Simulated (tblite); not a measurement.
# C5H6BClS: the cost of one run

The runs use tblite 0.8.0 and PySCF 2.14.0, with density-fitted response routines of our own; the level of theory stands in each step. All values are computed, except where a source is named. Atoms are numbered from 0 throughout.

### 1 The molecule as given

14 atoms, charge 0, multiplicity 1; geometry from: force field or distance geometry start.

Bonds of the start (Å): C0–B1 1.61, B1–C2 1.55, C2–C3 1.34, C3–C4 1.34, C4–C5 1.37, C5–Cl6 1.75, C5–S7 1.93, S7–C2 1.90, C0–H8 1.11, C0–H9 1.08, C0–H10 1.12, B1–H11 1.18, C3–H12 1.13, C4–H13 1.11.

### 2 Geometry optimisation with GFN2-xTB

The job: settings as JSON, then the geometry in Å.

```
{"job": {"kind": "relax", "xc": "GFN2-xTB", "basis": "xTB"}, "charge": 0, "multiplicity": 1}
C      2.501400     0.567300     0.176800
B      1.486900    -0.245200    -0.772400
C     -0.004800    -0.070900    -0.406600
C     -0.887100    -0.995000     0.013200
C     -2.149200    -0.631100     0.276600
C     -2.473400     0.683800     0.063200
Cl    -4.029000     1.445600     0.303600
S     -0.894000     1.608200    -0.539400
H      2.187500     1.630500     0.110300
H      3.531100     0.476100    -0.134300
H      2.324900     0.229100     1.232800
H      1.883100    -1.296500    -1.146500
H     -0.554600    -2.061600     0.175500
H     -2.923500    -1.340800     0.624900
```

Launch:

```console
$ OMP_NUM_THREADS=1 python probes_run.py task.json out
```

One launch serves the whole session: the jobs run in the order shown.

**Question.** How long does this first job take on 1 thread of Intel Xeon at 2.50GHz, shared host, and how much memory does it need?

About 2.4 s, with a peak of 0.18 GiB.
